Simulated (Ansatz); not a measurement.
# Nb: the cost of one run

Method: DFT r²SCAN, frozen-core PAW, scalar-relativistic unless said, in Ansatz 0.2.0.

The COD entry's cell or inner coordinates are ideal or old and differ from later refinements, so a difference from it is no clean test against experiment.

## (1) The structure to begin with

The structure is cubic, space group Im-3m (No. 229). The conventional cell has a = 3.328 Å, b = 3.328 Å, c = 3.328 Å, α = 90.00°, β = 90.00°, γ = 90.00°. Around Nb (site symmetry m-3m) lie 8 Nb at 2.88 Å.

Coordinates:

```
CELL_PARAMETERS angstrom
-1.66395 1.66395 1.66395
1.66395 -1.66395 1.66395
1.66395 1.66395 -1.66395
ATOMIC_POSITIONS crystal
Nb 0.00000 0.00000 0.00000
```

Cartesian axes are those of the input's lattice vectors. The structure goes back to a database entry.

## (2) Cell and atoms relaxed, PAW

input.yaml

```yaml
crystal:
  lattice:
    - [-1.66395, 1.66395, 1.66395]
    - [1.66395, -1.66395, 1.66395]
    - [1.66395, 1.66395, -1.66395]
  atoms:
    - { symbol: Nb, position: [0.0, 0.0, 0.0] }
kpoints:
  mp_grid: { grid: [24, 24, 24] }
scf:
  occupations: { method: fermi_dirac, width: 0.08 }
hamiltonian:
  xc: r2scan
  pseudopotentials: { kind: paw }
relax:
  f_tol: 0.002
  max_steps: 80
  cell: {}
output:
  forces: true
  stress: true
```

The run is started by

```
$ ansatz run input.yaml --threads 1 --pin off --max-ram 3072MiB --backend cpu --events-out ev --progress --plain --runs-dir out
```

**Question.** How long does this run take on 1 thread of Intel Xeon 6975P-C (Granite Rapids), shared host, and how much memory does it need?

About 21 s, with a peak of 0.49 GiB.
